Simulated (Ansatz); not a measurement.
# C2H4AlN: the cost of one run

All numbers below are computed with Ansatz 0.2.0 (RKS r2SCAN/STO-3G).

## 1. The starting structure

Bond lengths: N1–C2 1.210 Å, C2–C3 1.304 Å, C3–Al4 1.958 Å, N1–H5 1.005 Å, C3–H6 1.085 Å, Al4–H7 1.552 Å, Al4–H8 1.547 Å. Angles: N1–C2–C3 169.6°, C2–N1–H5 125.9°, C2–C3–Al4 116.3°, C2–C3–H6 118.8°, Al4–C3–H6 124.9°, C3–Al4–H7 121.6°, C3–Al4–H8 124.0°, H7–Al4–H8 114.4°.

As a file:

```xyz
8

N    -0.0860    2.2092   -0.1770
C     0.4032    1.1145   -0.0123
C     0.7810   -0.0803    0.3492
Al   -0.5387   -1.5107    0.1303
H    -0.1258    2.7122   -1.0465
H     1.7948   -0.2209    0.7091
H    -1.6367   -1.4435   -0.9643
H    -0.5917   -2.7807    1.0116
```

## 2. Relaxing end A

The input, input.yaml:

```yaml
crystal:
  periodic: [false, false, false]
  atoms:
    - { symbol: "N", position_ang: [-0.08602, 2.20925, -0.17699] }
    - { symbol: C, position_ang: [0.40315, 1.11453, -0.01235] }
    - { symbol: C, position_ang: [0.78099, -0.08031, 0.34915] }
    - { symbol: Al, position_ang: [-0.53867, -1.51072, 0.13033] }
    - { symbol: H, position_ang: [-0.12581, 2.71223, -1.04647] }
    - { symbol: H, position_ang: [1.79477, -0.22088, 0.70906] }
    - { symbol: H, position_ang: [-1.63669, -1.44346, -0.96434] }
    - { symbol: H, position_ang: [-0.59172, -2.78065, 1.01162] }
basis:
  gaussian: { orbitals: STO-3G }
hamiltonian:
  xc: r2scan
relax:
  f_tol: 0.02
  max_steps: 50
output:
  orbitals: {}
```

The run is started by

```bash
ansatz run input.yaml --threads 1 --pin off --max-ram 2048MiB --backend cpu --events-out ev --progress --plain --runs-dir out
```

**Question.** How long does this run take on 1 thread of AMD EPYC 7R43 (Zen 3), shared host, and how much memory does it need?

About 41 s, with a peak of 0.15 GiB.
